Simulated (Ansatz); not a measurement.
# Cl3HOZr + H2: a complex and its separated parts

Aim: how far the complex at one end of a reaction step lies below its separated, relaxed parts, level by level.

Computed with Ansatz 0.2.0, Gaussian basis. Level: PBE0-D4/def2-TZVP structures, single points in def2-TZVPP, no counterpoise correction.

Levels: SPW92, PBE-D4, BLYP-D4, r2SCAN-D4, B97M-V, PBE0-D4, B3LYP-D4, r2SCAN0-D4, BHLYP-D4, CAM-B3LYP-D4, wB97X-V, wB97M-V, B2PLYP, PBE-QIDH, RPA on PBE, Hartree-Fock, MP2, CCSD, CCSD(T).

Cores are frozen in the correlated methods. Core potentials replace the inner electrons past krypton, and spin-orbit coupling is left out. B3LYP uses VWN-RPA correlation. B2PLYP carries no dispersion term here.

89 further runs of the same task are left out: 1 that didn't finish, 88 set aside as unsound or not needed.

## (1) Where the work starts

The complex: 8 atoms, charge 0, spin multiplicity 1.

Atoms are counted from 1 here; the program's logs count them from 0.

Bond lengths: Zr1–O2 1.878 Å, Zr1–Cl3 2.335 Å, Zr1–Cl4 2.338 Å, Zr1–Cl5 2.338 Å, O2–H8 0.954 Å, H6–H7 0.747 Å. Angles: O2–Zr1–Cl3 108.7°, O2–Zr1–Cl4 109.6°, O2–Zr1–Cl5 109.6°, Cl3–Zr1–Cl4 109.2°, Cl3–Zr1–Cl5 109.2°, Cl4–Zr1–Cl5 110.5°, Zr1–O2–H8 179.1°.

Geometry (Å):

```xyz
8
Cl3H3OZr
Zr    0.0098   -0.3065   -0.9748
O     1.0704   -0.9823    0.4199
Cl    0.5343   -1.4580   -2.9375
Cl   -2.2499   -0.6343   -0.4727
Cl    0.4617    1.9675   -1.2741
H    -0.4446    1.6145    1.9800
H    -0.9833    1.1164    2.1208
H     1.6015   -1.3172    1.1384
```

Its parts: Cl3HOZr holds atoms 1, 2, 3, 4, 5, 8; H2 holds atoms 6, 7. Each part counts its atoms afresh in its own runs.

## (2) Relaxing Cl3HOZr alone

relax-a/in.yaml

```yaml
crystal:
  periodic: [false, false, false]
  atoms:
    - {symbol: Zr, position_ang: [0.009770, -0.306530, -0.974808]}
    - {symbol: O, position_ang: [1.070441, -0.982285, 0.419921]}
    - {symbol: Cl, position_ang: [0.534272, -1.458049, -2.937467]}
    - {symbol: Cl, position_ang: [-2.249857, -0.634275, -0.472698]}
    - {symbol: Cl, position_ang: [0.461726, 1.967490, -1.274133]}
    - {symbol: H, position_ang: [1.601525, -1.317247, 1.138386]}
basis:
  gaussian: {orbitals: def2-TZVP}
hamiltonian: {xc: pbe0, dispersion: d4}
relax: {f_tol: 0.005, max_steps: 200}
```

Run with:

```
> ansatz run in.yaml --threads 8 --pin off --events-out ev --progress --plain --max-ram 19148MiB
```

The runs that follow: Relaxing H2 alone; SPW92/def2-TZVPP; PBE-D4/def2-TZVPP; BLYP-D4/def2-TZVPP; r2SCAN-D4/def2-TZVPP; B97M-V/def2-TZVPP; PBE0-D4/def2-TZVPP; B3LYP-D4/def2-TZVPP; r2SCAN0-D4/def2-TZVPP; BHLYP-D4/def2-TZVPP; CAM-B3LYP-D4/def2-TZVPP; wB97X-V/def2-TZVPP; wB97M-V/def2-TZVPP; B2PLYP/def2-TZVPP; PBE-QIDH/def2-TZVPP; RPA on PBE/def2-TZVPP; CCSD(T)/def2-TZVPP; Vibrations of Cl3HOZr; Vibrations of H2.

What does the calculation give? Wanted: complex less parts, CCSD(T)/def2-TZVPP; with zero-point energy; largest T1 diagnostic.

**Answer**, as computed:

| quantity | value |
| --- | --- |
| complex less parts, CCSD(T)/def2-TZVPP | -0.0292 eV |
| with zero-point energy | +0.0076 eV |
| largest T1 diagnostic | 0.016 |

At CCSD(T) the complex lies 0.0292 eV below its parts. Among the functionals r2SCAN-D4 lands nearest to CCSD(T) (-0.0002 eV) and SPW92 farthest (-0.0431 eV). By rung, the mean size of the error is: LDA 0.0431, GGA 0.0112, meta-GGA 0.0049, hybrid 0.0071, range-separated hybrid 0.0095, double hybrid 0.0165 eV. PBE-D4 gives a relative energy 0.0154 eV too low, an error of 53 % of the reference. No counterpoise was applied, and triple zeta lacks some correlation, so the CCSD(T) reference has a basis error of its own, and close matches with it are partly luck.
